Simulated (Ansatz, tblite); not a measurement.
# The cluster B5H3: which isomer is lowest

Which shape does the cluster B5H3 prefer? Candidates from a tight-binding search are relaxed and compared.

Method: relaxed with PBE-D4/def2-SVP, singlet; program: Ansatz 0.2.0, Gaussian basis.

1 further run of the same task is left out (set aside as unsound or not needed).

## Step 1: Where the work starts

8 atoms, charge 0, spin multiplicity 1.

Atoms are counted from 1 here; the program's logs count them from 0.

Bond lengths: B1–B2 1.831 Å, B1–B3 1.649 Å, B1–B4 1.695 Å, B1–B5 1.510 Å, B2–B4 1.566 Å, B2–B5 1.766 Å, B2–H8 1.174 Å, B3–B4 1.526 Å, B3–H6 1.167 Å, B5–H7 1.165 Å. Angles: B2–B1–B3 106.8°, B2–B1–B4 52.6°, B2–B1–B5 63.0°, B3–B1–B4 54.3°, B3–B1–B5 169.8°, B4–B1–B5 115.5°, B1–B2–B4 59.3°, B1–B2–B5 49.6°, B1–B2–H8 162.7°, B4–B2–B5 108.9°, B4–B2–H8 138.0°, B5–B2–H8 113.1°, B1–B3–B4 64.4°, B1–B3–H6 138.1°, B4–B3–H6 157.5°, B1–B4–B2 68.2°, B1–B4–B3 61.3°, B2–B4–B3 129.5° and more.

A search from random starts with GFN2-xTB found 3 distinct shapes; 2 go on here. The structure above is candidate A, which lies 0.00 eV above the lowest at that level; B lies 0.50 eV above the lowest at that level.

## Step 2: Relaxing candidate A

in.yaml

```yaml
crystal:
  periodic: [false, false, false]
  atoms:
    - {symbol: B, position_ang: [-0.334460, 0.584300, -0.138530]}
    - {symbol: B, position_ang: [0.367610, -0.992360, 0.472490]}
    - {symbol: B, position_ang: [0.455660, 0.947980, -1.539040]}
    - {symbol: B, position_ang: [0.894690, -0.340660, -0.849980]}
    - {symbol: B, position_ang: [-0.889290, 0.042030, 1.157140]}
    - {symbol: H, position_ang: [0.440770, 1.783410, -2.353320]}
    - {symbol: H, position_ang: [-1.509840, -0.072250, 2.136160]}
    - {symbol: H, position_ang: [0.574860, -1.952440, 1.115080]}
basis:
  gaussian: {orbitals: def2-SVP}
hamiltonian: {xc: pbe, dispersion: d4}
scf: {omitted_lower_state_checks: [starts]}
output: {orbitals: {seedname: orbitals}}
relax: {f_tol: 0.02, max_steps: 100}
```

The run is started by

```console
$ ansatz run in.yaml --threads 4 --pin off --events-out ev --progress --plain --max-ram 3916MiB
```

Output, shortened:

```text
Functional definition: PBE
  name "PBE"
  cite "Perdew, Burke & Ernzerhof, Phys. Rev. Lett. 77, 3865 (1996) doi:10.1103/PhysRevLett.77.3865"
  parent pbe
[...]
944 factors; their error is unknown
[...]
mean field -3418.13252401 eV, -125.6140533638 hartree, gradient 4.7e-5 eV, S^2 0.000000; 0 other end points of the search recorded, 0 dependent functions left out
[...]
reference -3418.13255693 eV, -125.6140545735 hartree; 14, 14 occupied and 71, 71 virtual orbitals, 944 factors
relax step   1: F+E_penalty+E_count = -3418.28885743 eV  Δ(F+E_penalty+E_count) = +0.000e0 eV  max|allowed force component| = 1.049e0 eV/Å  Δτ_max = 0.0000 Å  (26 SCF iters, accepted)
[...]
relax step   6: F+E_penalty+E_count = -3418.57341633 eV  Δ(F+E_penalty+E_count) = -1.301e-4 eV  max|allowed force component| = 2.037e-2 eV/Å  Δτ_max = 0.0030 Å  (24 SCF iters, accepted)
[...]
relax step   7: F+E_penalty+E_count = -3418.57345296 eV  Δ(F+E_penalty+E_count) = -3.664e-5 eV  max|allowed force component| = 9.155e-3 eV/Å  Δτ_max = 0.0016 Å  (23 SCF iters, accepted)
[...]
944 factors; their error is unknown
mean field -3418.41912151 eV, -125.6245856277 hartree, gradient 2.3e-5 eV, S^2 0.000000; 0 other end points of the search recorded, 0 dependent functions left out
[...]
reference -3418.41915552 eV, -125.6245868777 hartree; 14, 14 occupied and 71, 71 virtual orbitals, 944 factors
Total energy: -3418.57348698 eV, -125.6302584541 hartree
Atom 0 at    -0.262262     0.504648    -0.141950 Å, force    -0.000235     0.003651     0.003343 eV/Å
Atom 1 at     0.366065    -0.973642     0.457154 Å, force     0.005854    -0.000257    -0.009155 eV/Å
Atom 2 at     0.506779     0.946459    -1.612223 Å, force    -0.003420    -0.006668     0.002582 eV/Å
Atom 3 at     0.958863    -0.388816    -0.917685 Å, force     0.001859     0.001423    -0.001317 eV/Å
Atom 4 at    -0.931228     0.075051     1.187669 Å, force    -0.003209     0.000904     0.001114 eV/Å
Atom 5 at     0.385773     1.877755    -2.361503 Å, force     0.001774     0.000404     0.000169 eV/Å
Atom 6 at    -1.540096    -0.117028     2.203518 Å, force    -0.000078    -0.000823     0.000583 eV/Å
Atom 7 at     0.516106    -1.924417     1.185020 Å, force    -0.002545     0.001365     0.002680 eV/Å
Dipole moment:    -0.097925    -0.033076     0.164923 e Å
Checks for a lower state left out: starts
```

Wall time 4.6 s (4 threads of Intel Xeon at 2.70GHz, shared host).

Relaxation path:

| step | energy from step 1 (eV) | largest force component (eV/Å) |
| --- | --- | --- |
| 1 | 0.0000 | 1.0494 |
| 2 | -0.2126 | 0.6051 |
| 3 | -0.2760 | 0.2986 |
| 4 | -0.2821 | 0.1319 |
| 5 | -0.2844 | 0.0388 |
| 6 | -0.2846 | 0.0204 |
| 7 | -0.2846 | 0.0092 |

Distances of close pairs at the start and the end, largest changes first:

| bond | before (Å) | after (Å) | change (Å) |
| --- | --- | --- | --- |
| B1–B2 | 1.831 | 1.714 | -0.117 |
| B1–B3 | 1.649 | 1.717 | +0.068 |
| B2–B5 | 1.766 | 1.821 | +0.055 |
| B3–B4 | 1.526 | 1.572 | +0.046 |
| B2–B4 | 1.566 | 1.607 | +0.042 |
| B1–B5 | 1.510 | 1.549 | +0.039 |
| B5–H7 | 1.165 | 1.200 | +0.035 |
| B3–H6 | 1.167 | 1.201 | +0.035 |

## Step 3: Relaxing candidate B

in.yaml

```yaml
crystal:
  periodic: [false, false, false]
  atoms:
    - {symbol: B, position_ang: [0.009140, -1.458740, 0.357400]}
    - {symbol: B, position_ang: [-1.550650, 0.749940, -0.017130]}
    - {symbol: B, position_ang: [0.163560, 0.265630, -0.149050]}
    - {symbol: B, position_ang: [-1.300060, -0.698830, 0.286940]}
    - {symbol: B, position_ang: [1.414570, -0.973000, 0.150240]}
    - {symbol: H, position_ang: [-2.047440, 1.791350, -0.176880]}
    - {symbol: H, position_ang: [2.574650, -0.894230, 0.090600]}
    - {symbol: H, position_ang: [0.736230, 1.217890, -0.542130]}
basis:
  gaussian: {orbitals: def2-SVP}
hamiltonian: {xc: pbe, dispersion: d4}
scf: {omitted_lower_state_checks: [starts]}
output: {orbitals: {seedname: orbitals}}
relax: {f_tol: 0.02, max_steps: 100}
```

The command is unchanged.

Output, shortened:

```text
Functional definition: PBE
  name "PBE"
  cite "Perdew, Burke & Ernzerhof, Phys. Rev. Lett. 77, 3865 (1996) doi:10.1103/PhysRevLett.77.3865"
  parent pbe
[...]
944 factors; their error is unknown
[...]
mean field -3417.79900907 eV, -125.6017969159 hartree, gradient 2.9e-5 eV, S^2 0.000000; 0 other end points of the search recorded, 0 dependent functions left out
[...]
reference -3417.79904340 eV, -125.6017981775 hartree; 14, 14 occupied and 71, 71 virtual orbitals, 944 factors
relax step   1: F+E_penalty+E_count = -3417.95817442 eV  Δ(F+E_penalty+E_count) = +0.000e0 eV  max|allowed force component| = 1.810e0 eV/Å  Δτ_max = 0.0000 Å  (27 SCF iters, accepted)
[...]
relax step   4: F+E_penalty+E_count = -3418.22878874 eV  Δ(F+E_penalty+E_count) = -1.680e-3 eV  max|allowed force component| = 3.538e-2 eV/Å  Δτ_max = 0.0147 Å  (30 SCF iters, accepted)
[...]
reference -3418.07146232 eV, -125.6118093883 hartree; 14, 14 occupied and 71, 71 virtual orbitals, 944 factors
Total energy: -3418.22926000 eV, -125.6176083462 hartree
Atom 0 at     0.016715    -1.490518     0.398033 Å, force     0.007088     0.000091    -0.000859 eV/Å
Atom 1 at    -1.584838     0.782225    -0.052949 Å, force     0.002758     0.003685    -0.001204 eV/Å
Atom 2 at     0.104692     0.174363    -0.059122 Å, force    -0.003163    -0.005340     0.002578 eV/Å
Atom 3 at    -1.333799    -0.705962     0.320696 Å, force    -0.003523     0.006093    -0.001113 eV/Å
Atom 4 at     1.461655    -0.987555     0.121366 Å, force     0.001852     0.004202    -0.000876 eV/Å
Atom 5 at    -2.010838     1.876229    -0.302514 Å, force    -0.001634    -0.003972     0.000116 eV/Å
Atom 6 at     2.640472    -0.825896    -0.036289 Å, force    -0.002597    -0.003300    -0.000126 eV/Å
Atom 7 at     0.705942     1.177125    -0.389231 Å, force    -0.000781    -0.001459     0.001485 eV/Å
Dipole moment:     0.183427     0.305847    -0.101014 e Å
Checks for a lower state left out: starts
```

Wall time 3.5 s (4 threads of Intel Xeon at 2.70GHz, shared host).

Step by step:

| step | energy from step 1 (eV) | largest force component (eV/Å) |
| --- | --- | --- |
| 1 | 0.0000 | 1.8102 |
| 2 | -0.2223 | 0.8925 |
| 3 | -0.2689 | 0.0976 |
| 4 | -0.2706 | 0.0354 |
| 5 | -0.2711 | 0.0071 |

Close pairs (by a distance rule), those that changed most:

| bond | before (Å) | after (Å) | change (Å) |
| --- | --- | --- | --- |
| B3–B4 | 1.806 | 1.729 | -0.078 |
| B1–B3 | 1.804 | 1.729 | -0.075 |
| B1–B5 | 1.501 | 1.555 | +0.053 |
| B2–B4 | 1.501 | 1.555 | +0.053 |
| B1–B4 | 1.515 | 1.564 | +0.048 |
| B3–H8 | 1.179 | 1.215 | +0.036 |
| B5–H7 | 1.164 | 1.200 | +0.036 |
| B2–H6 | 1.165 | 1.200 | +0.035 |

## Step 4: The relaxed candidates

| candidate | point group | bonds (count, mean Å) | energy above the lowest (kJ/mol) |
| --- | --- | --- | --- |
| A | Cs | B–B 7, 1.67; B–H 3, 1.20 | 0.0 |
| B | C2v | B–B 7, 1.67; B–H 3, 1.21 | 33.2 |

## Step 5: Candidate B, GFN1-xTB

Tight binding, by tblite at 300 K electronic temperature and without a spin-polarisation term:

```python
tblite.interface.Calculator('GFN1-xTB', numbers, positions, charge=0, uhf=0).singlepoint()
```

Energy -231.3738 eV, HOMO -10.68 eV, LUMO -8.76 eV; 0.005 s.

## Step 6: Candidate B, GFN2-xTB

Tight binding, by tblite at 300 K electronic temperature and without a spin-polarisation term:

```python
tblite.interface.Calculator('GFN2-xTB', numbers, positions, charge=0, uhf=0).singlepoint()
```

Energy -204.0988 eV, HOMO -8.59 eV, LUMO -7.01 eV; 0.004 s.

## Step 7: Candidate B, PBE0-D4/def2-TZVP

start.molden holds the orbitals of an earlier run on this state, given as this run's starting guess.

in.yaml

```yaml
crystal:
  periodic: [false, false, false]
  atoms:
    - {symbol: B, position_ang: [0.016715, -1.490518, 0.398033]}
    - {symbol: B, position_ang: [-1.584838, 0.782225, -0.052949]}
    - {symbol: B, position_ang: [0.104692, 0.174363, -0.059122]}
    - {symbol: B, position_ang: [-1.333799, -0.705962, 0.320696]}
    - {symbol: B, position_ang: [1.461655, -0.987555, 0.121366]}
    - {symbol: H, position_ang: [-2.010838, 1.876229, -0.302514]}
    - {symbol: H, position_ang: [2.640472, -0.825896, -0.036289]}
    - {symbol: H, position_ang: [0.705942, 1.177125, -0.389231]}
basis:
  gaussian: {orbitals: def2-TZVP, initial_orbitals: start.molden}
hamiltonian: {xc: pbe0, dispersion: d4}
scf: {omitted_lower_state_checks: [starts]}
output: {orbitals: {seedname: orbitals}}
```

Same command.

Output:

```text
Functional definition: PBE0
  name "PBE0"
  cite "Adamo & Barone, J. Chem. Phys. 110, 6158 (1999) doi:10.1063/1.478522"
  cite "Perdew, Burke & Ernzerhof, Phys. Rev. Lett. 77, 3865 (1996) doi:10.1103/PhysRevLett.77.3865"
  parent pbe
  parameter a = 0.25
  parameter kappa = 0.804
  parameter beta = 0.06672455060314922
  exchange = (1 - a)*pbe_x(kappa = kappa, mu = beta*pi^2/3) + a*exact_x
  correlation = pbe_c(beta = beta)
these checks for a lower state are left out or cut short: starts
977 factors; their error is unknown
mean field evaluation 1: about -3334.8131 eV, gradient 1.3e2 eV
mean field evaluation 2: about -3377.1099 eV, gradient 6.7e1 eV
mean field evaluation 4: about -3422.3050 eV, gradient 3.7e0 eV
mean field evaluation 8: about -3422.3912 eV, gradient 4.7e-4 eV
mean field -3422.39119894 eV, -125.7705567810 hartree, gradient 1.5e-5 eV, S^2 0.000000; 0 other end points of the search recorded, 0 dependent functions left out
reference -3422.39123324 eV, -125.7705580414 hartree; 14, 14 occupied and 159, 159 virtual orbitals, 977 factors
Total energy: -3422.52310234 eV, -125.7754041414 hartree
Checks for a lower state left out: starts
```

It took 1.7 s on 4 threads of Intel Xeon at 2.70GHz, shared host.

Report: HOMO -7.45 eV, LUMO -3.58 eV.

## Step 8: Candidate B, PBE-D4/def2-TZVP

in.yaml, as its differences from that of step 7:

```diff
@@ -13,4 +13,4 @@
   gaussian: {orbitals: def2-TZVP, initial_orbitals: start.molden}
-hamiltonian: {xc: pbe0, dispersion: d4}
+hamiltonian: {xc: pbe, dispersion: d4}
 scf: {omitted_lower_state_checks: [starts]}
-output: {orbitals: {seedname: orbitals}}
+output: {forces: true, orbitals: {seedname: orbitals}}
```

Launched as before.

Output, shortened:

```text
Functional definition: PBE
  name "PBE"
  cite "Perdew, Burke & Ernzerhof, Phys. Rev. Lett. 77, 3865 (1996) doi:10.1103/PhysRevLett.77.3865"
  parent pbe
[...]
977 factors; their error is unknown
[...]
mean field -3421.71084489 eV, -125.7455542307 hartree, gradient 1.5e-5 eV, S^2 0.000000; 0 other end points of the search recorded, 0 dependent functions left out
[...]
reference -3421.71089019 eV, -125.7455558955 hartree; 14, 14 occupied and 159, 159 virtual orbitals, 977 factors
Total energy: -3421.86868787 eV, -125.7513548533 hartree
Atom 0 at     0.016715    -1.490518     0.398033 Å, force     0.078300     0.413932    -0.118746 eV/Å
Atom 1 at    -1.584838     0.782225    -0.052949 Å, force     0.019549    -0.103807     0.026140 eV/Å
Atom 2 at     0.104692     0.174363    -0.059122 Å, force     0.061946     0.103285    -0.033107 eV/Å
Atom 3 at    -1.333799    -0.705962     0.320696 Å, force     0.330150     0.267470    -0.103935 eV/Å
Atom 4 at     1.461655    -0.987555     0.121366 Å, force    -0.101879    -0.033259     0.019601 eV/Å
Atom 5 at    -2.010838     1.876229    -0.302514 Å, force     0.131615    -0.347268     0.078578 eV/Å
Atom 6 at     2.640472    -0.825896    -0.036289 Å, force    -0.372324    -0.054405     0.049538 eV/Å
Atom 7 at     0.705942     1.177125    -0.389231 Å, force    -0.147357    -0.245949     0.081932 eV/Å
Dipole moment:     0.176732     0.294686    -0.097297 e Å
Checks for a lower state left out: starts
```

Wall time 1.6 s (4 threads of Intel Xeon at 2.70GHz, shared host).

HOMO -6.43 eV, LUMO -4.45 eV.

## Step 9: Candidate B, r2SCAN-D4/def2-TZVP

in.yaml, as its differences from that of step 8:

```diff
@@ -13,4 +13,4 @@
   gaussian: {orbitals: def2-TZVP, initial_orbitals: start.molden}
-hamiltonian: {xc: pbe, dispersion: d4}
+hamiltonian: {xc: r2scan, dispersion: d4}
 scf: {omitted_lower_state_checks: [starts]}
-output: {forces: true, orbitals: {seedname: orbitals}}
+output: {orbitals: {seedname: orbitals}}
```

Launched as before.

Output:

```text
Functional definition: r2SCAN
  name "r2SCAN"
  cite "Furness, Kaplan, Ning, Perdew & Sun, J. Phys. Chem. Lett. 11, 8208 (2020) doi:10.1021/acs.jpclett.0c02405"
  cite "Furness, Kaplan, Ning, Perdew & Sun, J. Phys. Chem. Lett. 11, 9248 (2020) doi:10.1021/acs.jpclett.0c03077"
  parent r2scan
  parameter k0 = 0.174
  parameter k1 = 0.065
  parameter a1 = 4.9479
  exchange = r2scan_x(k0 = k0, k1 = k1, a1 = a1)
  correlation = r2scan_c
these checks for a lower state are left out or cut short: starts
977 factors; their error is unknown
mean field evaluation 1: about -3425.0377 eV, gradient 4.3e0 eV
mean field evaluation 2: about -3425.0669 eV, gradient 2.7e-2 eV
mean field evaluation 4: about -3425.0520 eV, gradient 2.3e-4 eV
mean field -3425.05195713 eV, -125.8683378410 hartree, gradient 2.3e-5 eV, S^2 0.000000; 0 other end points of the search recorded, 0 dependent functions left out
reference -3425.05197155 eV, -125.8683383707 hartree; 14, 14 occupied and 159, 159 virtual orbitals, 977 factors
Total energy: -3425.08736435 eV, -125.8696390322 hartree
Checks for a lower state left out: starts
```

It took 1.6 s on 4 threads of Intel Xeon at 2.70GHz, shared host.

HOMO -6.61 eV, LUMO -4.24 eV.

## Step 10: Candidate B, B3LYP-D4/def2-TZVP

in.yaml, as its differences from that of step 9:

```diff
@@ -13,3 +13,3 @@
   gaussian: {orbitals: def2-TZVP, initial_orbitals: start.molden}
-hamiltonian: {xc: r2scan, dispersion: d4}
+hamiltonian: {xc: {name: B3LYP}, dispersion: d4}
 scf: {omitted_lower_state_checks: [starts]}
```

The command is unchanged.

Output, shortened:

```text
Functional definition: B3LYP
  name "B3LYP"
  cite "Stephens, Devlin, Chabalowski & Frisch, J. Phys. Chem. 98, 11623 (1994) doi:10.1021/j100096a001"
  cite "Becke, Phys. Rev. A 38, 3098 (1988) doi:10.1103/PhysRevA.38.3098"
  cite "Lee, Yang & Parr, Phys. Rev. B 37, 785 (1988) doi:10.1103/PhysRevB.37.785"
  cite "Vosko, Wilk & Nusair, Can. J. Phys. 58, 1200 (1980) doi:10.1139/p80-159"
[...]
977 factors; their error is unknown
[...]
mean field -3427.77438682 eV, -125.9683852869 hartree, gradient 1.8e-5 eV, S^2 0.000000; 0 other end points of the search recorded, 0 dependent functions left out
reference -3427.77464743 eV, -125.9683948638 hartree; 14, 14 occupied and 159, 159 virtual orbitals, 977 factors
Total energy: -3428.03363366 eV, -125.9779124325 hartree
Checks for a lower state left out: starts
```

Wall time 1.6 s (4 threads of Intel Xeon at 2.70GHz, shared host).

HOMO -7.22 eV, LUMO -3.68 eV.

## Step 11: Candidate B, HF/def2-TZVP

in.yaml, as its differences from that of step 10:

```diff
@@ -13,3 +13,3 @@
   gaussian: {orbitals: def2-TZVP, initial_orbitals: start.molden}
-hamiltonian: {xc: {name: B3LYP}, dispersion: d4}
+hamiltonian: {xc: hf}
 scf: {omitted_lower_state_checks: [starts]}
```

Launched as before.

Output:

```text
Functional definition: HF
  name "HF"
  cite "Fock, Z. Phys. 61, 126 (1930) doi:10.1007/BF01340294"
  parent pbe
  exchange = exact_x
  correlation = 0
these checks for a lower state are left out or cut short: starts
1257 factors; their error is unknown
mean field evaluation 1: about -3401.8940 eV, gradient 1.8e1 eV
mean field evaluation 2: about -3402.4057 eV, gradient 5.4e-1 eV
mean field evaluation 4: about -3402.4498 eV, gradient 4.8e-1 eV
mean field -3402.45033830 eV, -125.0377436687 hartree, gradient 1.1e-5 eV, S^2 0.000000; 0 other end points of the search recorded, 0 dependent functions left out
reference -3402.45033830 eV, -125.0377436687 hartree; 14, 14 occupied and 159, 159 virtual orbitals, 1257 factors
Total energy: -3402.45033830 eV, -125.0377436687 hartree
Checks for a lower state left out: starts
```

It took 0.7 s on 4 threads of Intel Xeon at 2.70GHz, shared host.

HOMO -9.61 eV, LUMO -0.13 eV.

## Step 12: Candidate B, CCSD(T)/def2-TZVPP

in.yaml, as its differences from that of step 11:

```diff
@@ -12,4 +12,4 @@
 basis:
-  gaussian: {orbitals: def2-TZVP, initial_orbitals: start.molden}
-hamiltonian: {xc: hf}
+  gaussian: {orbitals: def2-TZVPP, initial_orbitals: start.molden}
+correlation: {method: ccsd_t}
 scf: {omitted_lower_state_checks: [starts]}
```

Launched as before.

Output, shortened:

```text
Functional definition: HF
  name "HF"
  cite "Fock, Z. Phys. 61, 126 (1930) doi:10.1007/BF01340294"
  parent pbe
[...]
1181 factors; integrals over basis functions are off by at most 1.5e-3 eV
[...]
mean field -3402.46233111 eV, -125.0381843963 hartree, gradient 2.2e-6 eV, S^2 0.000000; 0 other end points of the search recorded, 0 dependent functions left out
5 core orbitals not correlated: weight in the atoms' cores, before any rotation towards them, 1.000 or more for the frozen orbitals, at most 0.000 for the correlated occupied ones
reference -3402.46233111 eV, -125.0381843963 hartree; 9, 9 occupied and 183, 183 virtual orbitals, 1181 factors
second order -13.44877723 eV of doubles, -0.00000000 eV of singles
cycle   1  -13.65781528 eV  change   -2.1e-1 eV  update   1.1e-1
[...]
cycle  10  -14.18867483 eV  change    1.5e-5 eV  update   8.3e-6
perturbative correction -0.93022602 eV, -0.0341851758 hartree
Total energy: -3417.58123196 eV, -125.5937937547 hartree
Checks for a lower state left out: starts
```

Run time: 19 s. Hardware: 4 threads of Intel Xeon at 2.70GHz, shared host; peak memory 2.4 GiB.

From the report: Hartree-Fock HOMO -9.61 eV, LUMO -0.13 eV; T1 0.015.

## Step 13: B against A

The energies of A at these levels come from its own runs, whose logs aren't repeated here.

| method | B above A (kJ/mol) | from CCSD(T)/def2-TZVPP (kJ/mol) | time |
| --- | --- | --- | --- |
| GFN1-xTB | 57.0 | +22.8 | 0.011 s |
| GFN2-xTB | 50.2 | +16.0 | 0.011 s |
| HF/def2-TZVP | 36.4 | +2.2 | 1.5 s |
| HF/def2-TZVPP | 36.4 | +2.2 |  |
| PBE-D4/def2-TZVP | 32.2 | -2.0 | 3 s |
| r2SCAN-D4/def2-TZVP | 33.8 | -0.4 | 3.2 s |
| B3LYP-D4/def2-TZVP | 33.5 | -0.7 | 2.9 s |
| PBE0-D4/def2-TZVP | 32.1 | -2.1 | 3.1 s |
| MP2/def2-TZVPP | 32.9 | -1.3 |  |
| CCSD/def2-TZVPP | 34.3 | +0.1 |  |
| CCSD(T)/def2-TZVPP | 34.2 | 0 | 40 s |

Among the levels timed on like hardware and quicker than the yardstick, those that no quicker one beats, quickest first: GFN2-xTB (0.011 s, +16.0 kJ/mol); HF/def2-TZVP (1.5 s, +2.2 kJ/mol); B3LYP-D4/def2-TZVP (2.9 s, -0.7 kJ/mol); r2SCAN-D4/def2-TZVP (3.2 s, -0.4 kJ/mol).

Times add the two runs; a level without a time comes out of a correlated run.

## Step 14: Summary of results

```
                     quantity         value
B above A, CCSD(T)/def2-TZVPP  +34.2 kJ/mol
      levels that put B lower          none
```

In words: All levels free of doubt put A (Cs) below B (C2v), by 32.1 to 57.0 kJ/mol. CCSD(T)/def2-TZVPP isn't at the basis-set limit; small misses against it rank nothing. The search was small, so a lower isomer may exist. Only singlets are compared; another spin may lie lower and prefer another shape.
